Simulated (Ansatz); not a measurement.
# CH2AlClF (charge -1): shift of H6 from Al3 to C2, part 2 of 2

Aim: the minimum-energy path and barrier of the shift of H6 from Al3 to C2. The ends are relaxed first, then joined by a nudged elastic band. SMILES of the start: F[CH-][AlH][Cl].

Ansatz 0.2.0; RKS r2SCAN/def2-mTZVP.

## Step 8: Another band, settings changed

crystal.atoms is end A as relaxed above, and neb.final_atoms is end B, turned to lie on A. With 7 inner images the band has 9 in all. The start path is listed, through a guess of the saddle.

The input, input.yaml:

```yaml
crystal:
  periodic: [false, false, false]
  atoms:
    - { symbol: F, position_ang: [2.11514, -0.502855, 0.36383] }
    - { symbol: C, position_ang: [0.819767, -0.574106, -0.220396] }
    - { symbol: Al, position_ang: [-0.587963, 0.515993, 0.256713] }
    - { symbol: Cl, position_ang: [-2.518314, 0.240163, -0.774702] }
    - { symbol: H, position_ang: [0.838613, -1.368327, -0.972611] }
    - { symbol: H, position_ang: [-0.667233, 1.689131, 1.347166] }
total_charge: -1
basis:
  gaussian: { orbitals: def2-mTZVP }
hamiltonian:
  xc: r2scan
neb:
  order_check: false
  images: 7
  f_tol: 0.05
  max_iterations: 10
  final_atoms:
    - { symbol: F, position_ang: [1.76851602, -0.38927902, 0.75021689] }
    - { symbol: C, position_ang: [0.55428764, -0.00433022, 0.06079183] }
    - { symbol: Al, position_ang: [-1.19232217, -0.70446168, 0.92680932] }
    - { symbol: Cl, position_ang: [-2.39232064, 0.35680164, -0.76393912] }
    - { symbol: H, position_ang: [0.67918082, -0.35632654, -0.97783068] }
    - { symbol: H, position_ang: [0.58266833, 1.09759482, 0.00395176] }
  initial_path:
    images:
      - { positions_ang: [[2.11514, -0.502855, 0.36383], [0.819767, -0.574106, -0.220396], [-0.587963, 0.515993, 0.256713], [-2.518314, 0.240163, -0.774702], [0.838613, -1.368327, -0.972611], [-0.667233, 1.689131, 1.347166]] }
      - { positions_ang: [[2.0506838, -0.4167621, 0.43832362], [0.80475238, -0.45552112, -0.23695516], [-0.68277803, 0.40895059, 0.32871274], [-2.53449441, 0.30112257, -0.7702997], [0.81525967, -1.31068854, -0.90712421], [-0.45341341, 1.47289761, 1.14734271]] }
      - { positions_ang: [[1.98622759, -0.33066921, 0.51281723], [0.78973776, -0.33693624, -0.25351432], [-0.77759306, 0.30190817, 0.40071248], [-2.55067482, 0.36208213, -0.7658974], [0.79190635, -1.25305008, -0.84163742], [-0.23959382, 1.25666422, 0.94751942]] }
      - { positions_ang: [[1.92177139, -0.24457631, 0.58731085], [0.77472314, -0.21835136, -0.27007347], [-0.87240809, 0.19486576, 0.47271221], [-2.56685523, 0.4230417, -0.7614951], [0.76855302, -1.19541162, -0.77615063], [-0.02577423, 1.04043083, 0.74769613]] }
      - { positions_ang: [[1.85731518, -0.15848341, 0.66180447], [0.75970852, -0.09976649, -0.28663263], [-0.96722311, 0.08782335, 0.54471195], [-2.58303564, 0.48400126, -0.7570928], [0.74519969, -1.13777316, -0.71066383], [0.18804536, 0.82419744, 0.54787285]] }
      - { positions_ang: [[1.83511539, -0.21618231, 0.68390757], [0.7083533, -0.07590742, -0.19977652], [-1.02349788, -0.11024791, 0.64023629], [-2.53535689, 0.45220136, -0.75880438], [0.72869498, -0.9424115, -0.77745555], [0.2867011, 0.89254679, 0.41189257]] }
      - { positions_ang: [[1.8129156, -0.27388121, 0.70601068], [0.65699808, -0.05204835, -0.1129204], [-1.07977264, -0.30831917, 0.73576064], [-2.48767814, 0.42040145, -0.76051596], [0.71219026, -0.74704985, -0.84424726], [0.38535684, 0.96089613, 0.2759123]] }
      - { positions_ang: [[1.79071581, -0.33158011, 0.72811379], [0.60564286, -0.02818928, -0.02606429], [-1.13604741, -0.50639042, 0.83128498], [-2.43999939, 0.38860154, -0.76222754], [0.69568554, -0.5516882, -0.91103897], [0.48401259, 1.02924548, 0.13993203]] }
      - { positions_ang: [[1.76851602, -0.38927902, 0.75021689], [0.55428764, -0.00433022, 0.06079183], [-1.19232217, -0.70446168, 0.92680932], [-2.39232064, 0.35680164, -0.76393912], [0.67918082, -0.35632654, -0.97783068], [0.58266833, 1.09759482, 0.00395176]] }
```

The run is started by

```
> ansatz run input.yaml --threads 2 --pin off --max-ram 3072MiB --backend cpu --events-out ev --progress --plain --runs-dir out
```

Standard output:

```text
Warning: RAYON_NUM_THREADS=2 ignored (pool sized by the plan → 2); use --threads N
Engine: ansatz 0.2.0, aarch64-unknown-linux-gnu
Functional definition: r2SCAN
  parameter k0 = 0.174
  parameter k1 = 0.065
  parameter a1 = 4.9479
  exchange = r2scan_x(k0 = k0, k1 = k1, a1 = a1)
  correlation = r2scan_c
875 factors; their error is unknown
mean field evaluation 1: about -22901.3079 eV, gradient 4.5e1 eV
mean field evaluation 2: about -22884.0371 eV, gradient 8.4e1 eV
mean field evaluation 4: about -22905.5677 eV, gradient 1.3e1 eV
mean field evaluation 8: about -22905.9297 eV, gradient 2.1e-1 eV
mean field evaluation 16: about -22905.9297 eV, gradient 2.6e-5 eV
mean field -22905.92973905 eV, -841.7773917132 hartree, gradient 2.7e-5 eV, S^2 0.000000; 0 other end points of the search recorded, 0 dependent functions left out
[... 4 lines left out ...]
mean field -22906.51825710 eV, -841.7990193528 hartree, gradient 5.3e-6 eV, S^2 0.000000; 0 other end points of the search recorded, 0 dependent functions left out
[... 2 lines left out ...]
NEB end point (image 0): max|allowed force component| = 3.990e-3 eV/Å (the criterion of neb.relax_end_points is 1.000e-2)
NEB end point (image 8): max|allowed force component| = 1.943e-3 eV/Å (the criterion of neb.relax_end_points is 1.000e-2)
[... 1 line left out ...]
mean field -22905.24376731 eV, -841.7521827166 hartree, gradient 5.6e-5 eV, S^2 0.000000; 0 other end points of the search recorded, 0 dependent functions left out
[... 4 lines left out ...]
mean field -22903.51237879 eV, -841.6885553622 hartree, gradient 5.5e-5 eV, S^2 0.000000; 0 other end points of the search recorded, 0 dependent functions left out
[... 3 lines left out ...]
mean field -22902.04808472 eV, -841.6347435476 hartree, gradient 4.9e-6 eV, S^2 0.000000; 0 other end points of the search recorded, 0 dependent functions left out
[... 4 lines left out ...]
mean field -22901.48202119 eV, -841.6139410967 hartree, gradient 2.6e-5 eV, S^2 0.000000; 0 other end points of the search recorded, 0 dependent functions left out
[... 4 lines left out ...]
mean field -22903.02808862 eV, -841.6707580268 hartree, gradient 3.1e-5 eV, S^2 0.000000; 1 other end points of the search recorded, 0 dependent functions left out
[... 3 lines left out ...]
mean field -22904.58806100 eV, -841.7280859542 hartree, gradient 3.0e-5 eV, S^2 0.000000; 0 other end points of the search recorded, 0 dependent functions left out
[... 4 lines left out ...]
mean field -22905.93775411 eV, -841.7776862611 hartree, gradient 6.0e-6 eV, S^2 0.000000; 0 other end points of the search recorded, 0 dependent functions left out
[... from here on, the SCF cycles and remarks between the steps are left out, and one step in 2 is shown ...]
NEB iter   1: max|band force component| = 8.273e0 eV/Å  barrier→ = 4.4477 eV  barrier← = 5.0362 eV  Δτ_max = 0.1871 Å  (282 SCF iters)
NEB iter   2: max|band force component| = 3.507e0 eV/Å  barrier→ = 3.0409 eV  barrier← = 3.6294 eV  Δτ_max = 0.1932 Å  (252 SCF iters)
NEB iter   4: max|band force component| = 1.234e0 eV/Å  barrier→ = 1.4070 eV  barrier← = 1.9955 eV  Δτ_max = 0.1534 Å  (227 SCF iters)
NEB iter   6: max|band force component| = 3.148e-1 eV/Å  barrier→ = 1.2457 eV  barrier← = 1.8342 eV  CI = image 4  Δτ_max = 0.0990 Å  (223 SCF iters)
NEB iter   8: max|band force component| = 2.826e-1 eV/Å  barrier→ = 1.2741 eV  barrier← = 1.8626 eV  CI = image 4  Δτ_max = 0.0411 Å  (224 SCF iters)
NEB iter  10: max|band force component| = 8.349e-2 eV/Å  barrier→ = 1.2705 eV  barrier← = 1.8591 eV  CI = image 4  Δτ_max = 0.0087 Å  (229 SCF iters)
[...]
this run last wrote the band of iteration 10 to <dir>
Error: NEB band did not converge after 10 iterations: max|band force component| = 8.35e-2 eV/Å (threshold 5.0e-2); raise `neb.max_iterations` in a new run, which can start from the last band evaluated (`neb.initial_path`, with `crystal.atoms` and `neb.final_atoms` set to its first and last images), add images, or start from endpoints closer to local minima. Where this run's directory can be resumed (`checkpoint.write`), a resume goes on for up to `neb.max_iterations` more; to start a new run from the last band, take its images' positions from the `neb_iteration` event of iteration 10 (`data.images[].positions_ang`), in the event stream of the run that computed that iteration (not this run's, if it was resumed behind it). With `checkpoint.write`, `steps/00-neb/state/checkpoint.json` in the run directory holds the last saved band, under `neb.evaluated.images[].positions_ang` (a band under a hybrid functional on support functions is neither saved nor resumed: `neb.initial_path` says where its path is): check the last entry of `neb.iterations` there, which is earlier than 10 if that iteration was not saved or its write failed. If the band's step has no `state` directory and holds `state.next`, a write was cut short, and the file is under `state.next` instead (behind a loss of power it can be under `state.prev`)
this run wrote the band of iteration 10 to <dir> as well, whether or not its events were kept: a new run's `neb.initial_path` can list its `images[].positions_ang`
a run's events are kept only if it was started with --events-out <file>, and are in that file
```

Run time: 2.3 min. Hardware: 2 threads of Arm Neoverse V2, shared host; peak memory 0.15 GiB.

## Step 9: Images and barrier

The run ended unconverged after 10 band iterations. The table shows its last band, which is no minimum-energy path. Images 0 and 8 are the ends. Energies count from image 0; the path length is the program's own measure over all atoms.

| image | path (Å) | energy (eV) | H6–Al3 (Å) | H6–C2 (Å) | band force (eV/Å) |
| --- | --- | --- | --- | --- | --- |
| 0 | 0.000 | 0.0000 | 1.60 | 3.13 | - |
| 1 | 0.442 | 0.1315 | 1.60 | 2.94 | 0.061 |
| 2 | 0.885 | 0.5103 | 1.60 | 2.65 | 0.041 |
| 3 | 1.328 | 0.9868 | 1.63 | 2.32 | 0.083 |
| 4* | 1.770 | 1.2705 | 1.70 | 1.94 | 0.063 |
| 5 | 2.164 | 0.8213 | 1.82 | 1.52 | 0.069 |
| 6 | 2.559 | -0.2184 | 2.09 | 1.17 | 0.059 |
| 7 | 2.953 | -0.5366 | 2.50 | 1.11 | 0.029 |
| 8 | 3.348 | -0.5885 | 2.69 | 1.10 | - |

The star marks the climbing image.

image, energy (eV) and a bar:
```
        0      0.000 #########
        1      0.131 ############
        2      0.510 ##################
        3      0.987 #########################
        4      1.271 ##############################
        5      0.821 #######################
        6     -0.218 ######
        7     -0.537 #
        8     -0.589
```

## Step 10: A trajectory let go at the top

It starts at the highest inner image of the first converged band: 200 steps of 0.5 fs at constant energy, with velocities drawn for 300 K.

The input, input.yaml:

```yaml
crystal:
  periodic: [false, false, false]
  atoms:
    - { symbol: F, position_ang: [1.818209, -0.586897, 0.638044] }
    - { symbol: C, position_ang: [0.603856, -0.443469, -0.010679] }
    - { symbol: Al, position_ang: [-0.977386, 0.253268, 0.880551] }
    - { symbol: Cl, position_ang: [-2.414626, 0.179865, -0.897225] }
    - { symbol: H, position_ang: [0.777039, -0.798991, -1.046136] }
    - { symbol: H, position_ang: [0.192918, 1.396223, 0.435445] }
total_charge: -1
basis:
  gaussian: { orbitals: def2-mTZVP }
hamiltonian:
  xc: r2scan
md:
  timestep: 0.5
  n_steps: 200
  ensemble: nve
  temperature: 300.0
  initial_velocities: maxwell_boltzmann
  seed: 9601
```

The run is started by

```
> ansatz run input.yaml --threads 2 --pin off --max-ram 3072MiB --backend cpu --events-out ev --progress --plain --runs-dir out
```

Standard output, shortened:

```text
Warning: RAYON_NUM_THREADS=2 ignored (pool sized by the plan → 2); use --threads N
[...]
[... 1 set-up line as earlier in the session ...]
[...]
875 factors; their error is unknown
[...]
mean field -22904.65982506 eV, -841.7307232348 hartree, gradient 1.9e-5 eV, S^2 0.000000; 0 other end points of the search recorded, 0 dependent functions left out
[...]
reference -22904.65983496 eV, -841.7307235986 hartree; 24, 24 occupied and 64, 64 virtual orbitals, 875 factors
[...]
md step    72: t =    36.00 fs  T =  1038.5 K  F+E_penalty+E_count = -22905.04150703 eV  E_kin = 0.536934 eV  conserved = -22904.50457268 eV  (34 SCF iters)
[...]
md step    96: t =    48.00 fs  T =  2155.4 K  F+E_penalty+E_count = -22905.61932147 eV  E_kin = 1.114426 eV  conserved = -22904.50489513 eV  (32 SCF iters)
md step    97: t =    48.50 fs  T =  2175.8 K  F+E_penalty+E_count = -22905.62993386 eV  E_kin = 1.124978 eV  conserved = -22904.50495578 eV  (33 SCF iters)
```

## Step 11: The output, continued: dynamics from the highest image of the converged band

Output, continued, shortened:

```text
md step    98: t =    49.00 fs  T =  2188.0 K  F+E_penalty+E_count = -22905.63628623 eV  E_kin = 1.131301 eV  conserved = -22904.50498564 eV  (33 SCF iters)
[...]
md step   123: t =    61.50 fs  T =  1230.6 K  F+E_penalty+E_count = -22905.14076406 eV  E_kin = 0.636251 eV  conserved = -22904.50451325 eV  (33 SCF iters)
[...]
Atom 2 at    -0.840047     0.327698     0.640130 Å, force     0.192165    -0.653813    -1.393242 eV/Å
Atom 3 at    -2.654309     0.232984    -0.877580 Å, force     0.906093    -0.059194     0.601857 eV/Å
Atom 4 at     1.061073    -0.991803    -0.997027 Å, force    -0.816752     0.620746     1.757928 eV/Å
Atom 5 at    -1.598333     1.017001     1.900263 Å, force     0.517377    -0.260334     0.012885 eV/Å
Dipole moment:    -0.096692     0.077204    -0.029565 e Å
```

Wall time 6.6 min (2 threads of Arm Neoverse V2, shared host); peak memory 0.17 GiB.

## Step 12: What the atoms did

The trajectory, every 8 steps (energies from step 0):

| time (fs) | T (K) | potential energy change (meV/atom) | total energy change (meV/atom) | H6–Al3 (Å) | H6–C2 (Å) |
| --- | --- | --- | --- | --- | --- |
| 0.0 | 300 | 0.0 | 0.00 | 1.70 | 1.94 |
| 4.0 | 152 | 12.8 | 0.05 | 1.70 | 1.94 |
| 8.0 | 79 | 19.1 | 0.06 | 1.69 | 1.94 |
| 12.0 | 196 | 9.0 | 0.02 | 1.68 | 1.95 |
| 16.0 | 165 | 11.7 | 0.04 | 1.68 | 1.97 |
| 20.0 | 111 | 16.3 | 0.06 | 1.69 | 2.01 |
| 24.0 | 219 | 7.1 | 0.03 | 1.70 | 2.07 |
| 28.0 | 277 | 2.1 | 0.05 | 1.68 | 2.14 |
| 32.0 | 483 | -15.7 | 0.06 | 1.65 | 2.27 |
| 36.0 | 1038 | -63.6 | 0.02 | 1.64 | 2.47 |
| 40.0 | 1522 | -105.3 | 0.02 | 1.67 | 2.76 |
| 44.0 | 1883 | -136.4 | 0.00 | 1.73 | 3.06 |
| 48.0 | 2155 | -159.9 | -0.03 | 1.76 | 3.29 |
| 52.0 | 2102 | -155.3 | -0.01 | 1.74 | 3.40 |
| 56.0 | 1728 | -123.1 | 0.01 | 1.68 | 3.41 |
| 60.0 | 1337 | -89.4 | 0.02 | 1.64 | 3.34 |
| 64.0 | 1121 | -70.6 | 0.07 | 1.62 | 3.25 |
| 68.0 | 1286 | -84.9 | 0.07 | 1.63 | 3.14 |
| 72.0 | 1705 | -121.1 | -0.07 | 1.63 | 3.00 |
| 76.0 | 1649 | -116.3 | -0.06 | 1.63 | 2.88 |
| 80.0 | 1183 | -76.1 | -0.01 | 1.63 | 2.83 |
| 84.0 | 851 | -47.4 | 0.05 | 1.65 | 2.89 |
| 88.0 | 1086 | -67.7 | 0.02 | 1.67 | 3.04 |
| 92.0 | 1498 | -103.2 | 0.01 | 1.67 | 3.22 |
| 96.0 | 1975 | -144.4 | -0.07 | 1.65 | 3.35 |
| 100.0 | 1849 | -133.5 | -0.02 | 1.62 | 3.41 |

time (fs), T (K) and a bar:
```
      0.0        300 ###
      4.5        129 #
      8.5         90 
     13.0        207 ##
     17.5        126 #
     21.5        141 #
     26.0        265 ###
     30.5        355 ####
     35.0        881 ###########
     39.0       1428 ###################
     43.5       1842 #########################
     48.0       2155 ##############################
     52.0       2102 #############################
     56.5       1663 #######################
     61.0       1266 #################
     65.0       1127 ###############
     69.5       1449 ####################
     74.0       1733 ########################
     78.5       1413 ###################
     82.5        866 ###########
     87.0       1012 #############
     91.5       1442 ####################
     95.5       1922 ###########################
    100.0       1849 ##########################
```

The last frame stands with the bonds of end A.

## Step 13: A trajectory let go at the top

It starts at the highest inner image of the first converged band: 200 steps of 0.5 fs at constant energy, with velocities drawn for 100 K.

input.yaml: that of step 10 with these lines changed.

```diff
@@ -18,4 +18,4 @@
   ensemble: nve
-  temperature: 300.0
+  temperature: 100.0
   initial_velocities: maxwell_boltzmann
-  seed: 9601
+  seed: 9602
```

The run is started by

```
> ansatz run input.yaml --threads 2 --pin off --max-ram 3072MiB --backend cpu --events-out ev --progress --plain --runs-dir out
```

Standard output, shortened:

```text
Warning: RAYON_NUM_THREADS=2 ignored (pool sized by the plan → 2); use --threads N
[...]
[... 1 set-up line as earlier in the session ...]
[...]
875 factors; their error is unknown
[...]
mean field -22904.65982506 eV, -841.7307232348 hartree, gradient 1.9e-5 eV, S^2 0.000000; 0 other end points of the search recorded, 0 dependent functions left out
[...]
reference -22904.65983496 eV, -841.7307235986 hartree; 24, 24 occupied and 64, 64 virtual orbitals, 875 factors
[...]
md step    72: t =    36.00 fs  T =  1886.1 K  F+E_penalty+E_count = -22905.58362074 eV  E_kin = 0.975212 eV  conserved = -22904.60840864 eV  (32 SCF iters)
[...]
md step    96: t =    48.00 fs  T =  1021.2 K  F+E_penalty+E_count = -22905.13599465 eV  E_kin = 0.528020 eV  conserved = -22904.60797461 eV  (33 SCF iters)
md step    97: t =    48.50 fs  T =  1026.0 K  F+E_penalty+E_count = -22905.13847437 eV  E_kin = 0.530498 eV  conserved = -22904.60797634 eV  (32 SCF iters)
```

## Step 14: More of the same log: dynamics from the highest image of the converged band

The log, continued, shortened:

```text
md step    98: t =    49.00 fs  T =  1037.6 K  F+E_penalty+E_count = -22905.14444152 eV  E_kin = 0.536457 eV  conserved = -22904.60798471 eV  (32 SCF iters)
[...]
md step   123: t =    61.50 fs  T =  1277.3 K  F+E_penalty+E_count = -22905.26889218 eV  E_kin = 0.660413 eV  conserved = -22904.60847911 eV  (32 SCF iters)
[...]
Atom 2 at    -0.832150     0.264787     0.722691 Å, force    -1.164333     1.118504    -0.260409 eV/Å
Atom 3 at    -2.599667     0.196398    -0.894012 Å, force     0.877924    -0.009848     0.751119 eV/Å
Atom 4 at     0.486879    -1.184362    -0.630290 Å, force     0.694995    -0.050691    -0.317093 eV/Å
Atom 5 at    -1.265538     1.561112     1.729682 Å, force     0.261485    -0.620896    -0.401219 eV/Å
Dipole moment:    -0.048384    -0.224256     0.063886 e Å
```

Wall time 6.6 min (2 threads of Arm Neoverse V2, shared host); peak memory 0.17 GiB.

## Step 15: The trajectory

The trajectory, every 15 steps (energies from step 0):

| time (fs) | T (K) | potential energy change (meV/atom) | total energy change (meV/atom) | H6–Al3 (Å) | H6–C2 (Å) |
| --- | --- | --- | --- | --- | --- |
| 0.0 | 100 | 0.0 | 0.00 | 1.70 | 1.94 |
| 7.5 | 101 | -0.1 | 0.01 | 1.72 | 2.02 |
| 15.0 | 358 | -22.2 | 0.02 | 1.65 | 2.22 |
| 22.5 | 1123 | -88.2 | -0.02 | 1.69 | 2.71 |
| 30.0 | 1784 | -145.2 | -0.04 | 1.74 | 3.23 |
| 37.5 | 1806 | -147.1 | -0.04 | 1.69 | 3.43 |
| 45.0 | 1125 | -88.4 | 0.01 | 1.66 | 3.35 |
| 52.5 | 1266 | -100.5 | -0.01 | 1.62 | 3.09 |
| 60.0 | 1407 | -112.7 | -0.07 | 1.63 | 2.87 |
| 67.5 | 696 | -51.4 | 0.01 | 1.66 | 2.90 |
| 75.0 | 1244 | -98.6 | -0.02 | 1.64 | 3.16 |
| 82.5 | 1743 | -141.6 | -0.05 | 1.67 | 3.46 |
| 90.0 | 1486 | -119.4 | 0.02 | 1.59 | 3.45 |
| 97.5 | 1871 | -152.7 | -0.09 | 1.64 | 3.35 |
| 100.0 | 1658 | -134.3 | -0.06 | 1.70 | 3.30 |

time (fs), T (K) and a bar:
```
      0.0        100 
      4.5         89 
      8.5        112 
     13.0        242 ###
     17.5        574 ########
     21.5       1012 ###############
     26.0       1467 #######################
     30.5       1815 ############################
     35.0       1917 ##############################
     39.0       1691 ##########################
     43.5       1244 ###################
     48.0       1021 ###############
     52.0       1223 ###################
     56.5       1523 ########################
     61.0       1324 ####################
     65.0        902 #############
     69.5        660 #########
     74.0       1086 ################
     78.5       1715 ###########################
     82.5       1743 ###########################
     87.0       1489 #######################
     91.5       1566 ########################
     95.5       1853 #############################
    100.0       1658 ##########################
```

The last frame stands with the bonds of end A.

## Step 16: What came out

The summary covers parts 1 to 2.

```
                                quantity                                         value
                                   end A                       8 moves, 0.801 eV lower
                                   end B                       8 moves, 1.841 eV lower
            first band: barrier forwards                                       1.27 eV
           first band: barrier backwards                                       1.86 eV
first band: second end relative to first                                     -0.589 eV
               first band: highest image                         4 of 0 to 8, climbing
             first band: band iterations                                            11
              imaginary modes at the top                                     873i cm⁻¹
                             second band  not converged, 10 iterations, 7 inner images
             time, first and second band                           2.7 min and 2.3 min
       trajectory at 300 K, after 100 fs            with the bonds of end A, at 1849 K
       trajectory at 100 K, after 100 fs            with the bonds of end A, at 1658 K
```

**Reading.** In the first band: the top lies 1.27 eV above the first end, or 49 kT at room temperature. The second end lies 0.59 eV below the first, so the way back costs 1.86 eV. By distance, end A alone has Al3–H6 and end B alone has C2–H6. One imaginary mode, as a first-order saddle point has. As for the second band: the cap on iterations is too low for the band to settle. Zero-point energy and entropy are left out. Tunnelling, which matters where hydrogen moves, is missing too. Semilocal functionals tend to give barriers that are too low.
